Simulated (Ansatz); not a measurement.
**SnO: response to strain**

SnO is deformed so: equal xx and yy strain of +2 %. What stress and forces result, by LAPW, PAW and all-electron datasets made for the crystal?

Method: DFT PBEsol, scalar-relativistic, in Ansatz 0.2.0.

**1. The starting structure**

It takes space group P4/nmm (No. 129, tetragonal). The conventional cell has a = 3.802 Å, b = 3.802 Å, c = 4.836 Å, α = 90.00°, β = 90.00°, γ = 90.00°. Sn (site symmetry 4mm) is surrounded by 4 O at 2.22 Å. Around O (site symmetry -4m2) lie 4 Sn at 2.22 Å.

Structure file:

```
Sn O
1.0
     3.80200    0.00000    0.00000
     0.00000    3.80200    0.00000
     0.00000    0.00000    4.83600
Sn O
2 2
Direct
  0.00000 0.50000 0.23850
  0.50000 0.00000 0.76150
  0.00000 0.00000 0.00000
  0.50000 0.50000 0.00000
```

Atoms are numbered in the order of the input: Sn1, Sn2, O3, O4.

**2. The deformed structure**

Space group P4/nmm before, P4/nmm after.

**3. All-electron LAPW**

input.yaml

```yaml
crystal:
  lattice:
    - [3.87804, 0.0, 0.0]
    - [0.0, 3.87804, 0.0]
    - [0.0, 0.0, 4.836]
  atoms:
    - { symbol: Sn, position: [0.0, 0.5, 0.2385] }
    - { symbol: Sn, position: [0.5, 0.0, 0.7615] }
    - { symbol: O, position: [0.0, 0.0, 0.0] }
    - { symbol: O, position: [0.5, 0.5, 0.0] }
kpoints:
  mp_grid: { grid: [8, 8, 6] }
  band_path:
    path:
      - [0.0, 0.0, 0.0]
      - [0.0, 0.5, 0.0]
      - [0.5, 0.5, 0.0]
      - [0.0, 0.0, 0.0]
      - [0.0, 0.0, 0.5]
      - [0.0, 0.5, 0.5]
      - [0.5, 0.5, 0.5]
      - [0.0, 0.0, 0.5]
      - [0.0, 0.5, 0.0]
    npoints: 5
scf:
  occupations: { method: fermi_dirac, width: 0.01 }
hamiltonian:
  xc: pbesol
  pseudopotentials: { kind: all_electron, lapw: { basis_error: 0.001 } }
output:
  forces: true
  stress: true
  eigenvalues: true
```

Started as:

```sh
$ ansatz run input.yaml --threads 1 --pin off --max-ram 6144MiB --backend cpu --events-out ev --progress --plain --runs-dir out
```

**4. Frozen-core PAW**

input.yaml

```yaml
crystal:
  lattice:
    - [3.87804, 0.0, 0.0]
    - [0.0, 3.87804, 0.0]
    - [0.0, 0.0, 4.836]
  atoms:
    - { symbol: Sn, position: [0.0, 0.5, 0.2385] }
    - { symbol: Sn, position: [0.5, 0.0, 0.7615] }
    - { symbol: O, position: [0.0, 0.0, 0.0] }
    - { symbol: O, position: [0.5, 0.5, 0.0] }
kpoints:
  mp_grid: { grid: [8, 8, 6] }
scf:
  occupations: { method: fermi_dirac, width: 0.01 }
hamiltonian:
  xc: pbesol
  pseudopotentials: { kind: paw }
output:
  forces: true
  stress: true
  eigenvalues: true
  efg: { contact_densities: true }
```

**5. All-electron PAW on datasets made for the crystal**

Edit input.yaml of step 4 so:

```diff
@@ -16,3 +16,3 @@
   xc: pbesol
-  pseudopotentials: { kind: paw }
+  pseudopotentials: { kind: all_electron, datasets: crystal }
 output:
```

(Steps that only read results are left out.)

Q: Predict the outcome of this session. Wanted: pressure; largest shear or deviatoric stress.

The runs gave:

| quantity | value |
| --- | --- |
| pressure | LAPW -3.80, PAW -3.77, crystal datasets -3.80 GPa |
| largest shear or deviatoric stress (LAPW) | 1.19 GPa |

In words: The largest part of the stress beyond the pressure is 1.19 GPa in size, in the zz component; the atoms are carried along and not relaxed. No run of the undeformed cell stands beside it, so the pressure holds what the given cell had before the change. PAW: stress within 0.03 GPa of LAPW, forces within 3 meV/Å. Crystal datasets: stress within 0.01 GPa of LAPW, forces within 1 meV/Å.
